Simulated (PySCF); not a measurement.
# SiSF₂: relaxation and vibrations of the singlet

Where does singlet SiSF₂ go from a PBE0 minimum start, is the end point a minimum, and what are its modes, charges and moments?

The runs use PySCF 2.14.0; PBE0, basis Si def2-TZVP, S def2-TZVP, F def2-TZVP, no relativity, density fitting.

### 1 Starting geometry

4 atoms, charge 0, spin multiplicity 1.

Bond lengths: Si1–S2 1.915 Å, Si1–F3 1.571 Å, Si1–F4 1.571 Å. Angles: S2–Si1–F3 128.3°, S2–Si1–F4 128.3°, F3–Si1–F4 103.3°.

```xyz
4
charge 0 multiplicity 1
Si    0.0000    0.0000   -0.2475
S     0.0000    0.0000    1.6679
F     1.2317    0.0000   -1.2218
F    -1.2317    0.0000   -1.2218
```

### 2 The SCF at the typed geometry

One driver script runs all steps and calls PySCF; scf.py shows how it sets up the SCF of each step. The optimiser is the driver's own. After this first run the driver tries any further starts and a stability analysis.

File scf.py:

```python
from pyscf import gto, scf, dft
mol = gto.M(atom='''
Si     0.000000     0.000000    -0.247484
S     -0.000000    -0.000000     1.667862
F      1.231744    -0.000000    -1.221837
F     -1.231744     0.000000    -1.221837''',
    basis={'Si': 'def2-TZVP', 'S': 'def2-TZVP', 'F': 'def2-TZVP'},
    charge=0, spin=0)
mf = dft.RKS(mol, xc='PBE0')
mf.grids.atom_grid = (50, 194)
aux = {'Si': 'def2-universal-JKFIT', 'S': 'def2-universal-JKFIT', 'F': 'def2-universal-JKFIT'}
mf = mf.density_fit(auxbasis=aux)
mf.conv_tol = 1e-08
mf.diis_space = 10
mf.max_cycle = 60
mf.init_guess = 'minao'
mf.verbose = 4
mf.kernel()
```

Launch:

```
$ OMP_NUM_THREADS=2 python axn.py task.json out
```

After this run come: Relaxation: PBE0 minimum start, singlet; Frequencies.

Q: Predict the outcome of this session. Wanted: minimum; geometry; wavenumbers; dipole moment; highest occupied, lowest empty level; polar-tensor charge of Si1; zero-point energy; atomisation energy.

**Answer**, as computed:

```
                                 quantity                                                               value
                                  minimum                                                        singlet, C2v
                                 geometry  Si–F 1.571 Å (×2), Si–S 1.915 Å; F–Si–F 103.3°, F–Si–S 128.3° (×2)
                       wavenumbers (cm⁻¹)         247 (b2), 311 (b1), 334 (a1), 645 (a1), 981 (b2), 1012 (a1)
                            dipole moment                                                              1.15 D
     highest occupied, lowest empty level                                                     -8.04, -1.67 eV
               polar-tensor charge of Si1                                                             +1.62 e
                        zero-point energy                                                         21.1 kJ/mol
                      entropy at 298.15 K                                                     289.1 J/(mol K)
atomisation energy (no zero-point energy)                                                         1572 kJ/mol
```

In words: The molecule stays C2v, as typed, and the end point is a minimum. In the infrared the band at 1012 cm⁻¹ (a1, stretch) leads. Other starts or spin states, not run here, may lie lower.
